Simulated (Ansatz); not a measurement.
# Re: bands on a fine mesh, and optics

What do the bands imply for light and for carriers? Levels are solved on a fine mesh after the ground state. Runs: cell and atoms relaxed (PAW); reference run (PAW and LAPW).

Method: DFT LDA, frozen-core PAW and all-electron LAPW, scalar-relativistic unless said, in Ansatz 0.2.0.

### Step 1. Starting point

It takes space group P6_3/mmc (No. 194, hexagonal). Conventional cell: a = 2.761 Å, b = 2.761 Å, c = 4.458 Å, α = 90.00°, β = 90.00°, γ = 120.00°. Around Re (site symmetry -6m2) lie 12 Re at 2.74 to 2.76 Å.

Coordinates:

```
Re
1.0
     2.76080    0.00000    0.00000
    -1.38040    2.39092    0.00000
     0.00000    0.00000    4.45820
Re
2
Direct
  0.33333 0.66667 0.25000
  0.66667 0.33333 0.75000
```

Cartesian axes are those of the input's lattice vectors. The structure goes back to a database entry.

### Step 2. Cell and atoms relaxed, PAW

Contents of input.yaml:

```yaml
crystal:
  lattice:
    - [2.76080000001, 0.0, 0.0]
    - [-1.38040000001, 2.39092293478, 0.0]
    - [0.0, 0.0, 4.4582]
  atoms:
    - { symbol: Re, position: [0.333333333333, 0.666666666667, 0.25] }
    - { symbol: Re, position: [0.666666666667, 0.333333333333, 0.75] }
kpoints:
  mp_grid: { grid: [14, 14, 8] }
scf:
  occupations: { method: fermi_dirac, width: 0.1 }
hamiltonian:
  xc: lda
  pseudopotentials: { kind: paw }
relax:
  f_tol: 0.002
  max_steps: 80
  cell: {}
output:
  forces: true
  stress: true
```

Started as:

```bash
ansatz run input.yaml --threads 1 --pin off --max-ram 3072MiB --backend cpu --events-out ev --progress --plain --runs-dir out
```

### Step 3. Reference run, fine mesh, PAW

Contents of input.yaml:

```yaml
crystal:
  lattice:
    - [2.7381459522, 0.0, 0.0]
    - [-1.3690729761, 2.37130395387, 0.0]
    - [0.0, 0.0, 4.41691202893]
  atoms:
    - { symbol: Re, position: [0.333333333333, 0.666666666667, 0.25] }
    - { symbol: Re, position: [0.666666666667, 0.333333333333, 0.75] }
kpoints:
  mp_grid: { grid: [14, 14, 8] }
scf:
  occupations: { method: fermi_dirac, width: 0.1 }
hamiltonian:
  xc: lda
  pseudopotentials: { kind: paw }
output:
  forces: true
  stress: true
  eigenvalues: true
  eigenstates:
    nscf_kmesh: { grid: [24, 24, 12] }
    de_dk: true
    e_range: [-14, 14]
  optics:
    e_range: [0, 25]
    de: 0.2
    sigma: 0.15
    bands: { spectra_wanted_up_to: 25 }
    nscf_kmesh: { grid: [24, 24, 12] }
    drude_damping: 0.2
checkpoint:
  write: ck
  write_wavefunctions: false
```

### Step 4. Reference run, fine mesh, LAPW

Edit input.yaml of step 3 so:

```diff
@@ -14,3 +14,3 @@
   xc: lda
-  pseudopotentials: { kind: paw }
+  pseudopotentials: { kind: all_electron, lapw: { basis_error: 0.001 } }
 output:
```

(Steps that only read results are left out.)

Q: Predict the outcome of this session. Wanted: states at the Fermi level; bare Sommerfeld coefficient; plasma energy; strongest local maximum of Im εxx.

As calculated:

```
                         quantity                      value
  states at the Fermi level (PAW)       0.73 per eV and atom
      bare Sommerfeld coefficient  1.72 mJ/(K² mol of atoms)
          plasma energy (x, y, z)           7.6, 7.6, 7.0 eV
strongest local maximum of Im εxx                     2.6 eV
```

What this shows: It is a metal with 5 bands crossing the Fermi level, 0.73 states per eV and atom there and a mean speed of 0.59 × 10⁶ m/s. These are bare band values on this mesh, without coupling to phonons. The spectra hold no excitons and no local fields. Cautions: frozen-core PAW files fitted under PBE, their cores solved anew for the functional of the run; no spin-orbit coupling on heavy atoms; these sums move with the mesh, by several per cent and more for small sheets; Fermi surface not resolved by the mesh.
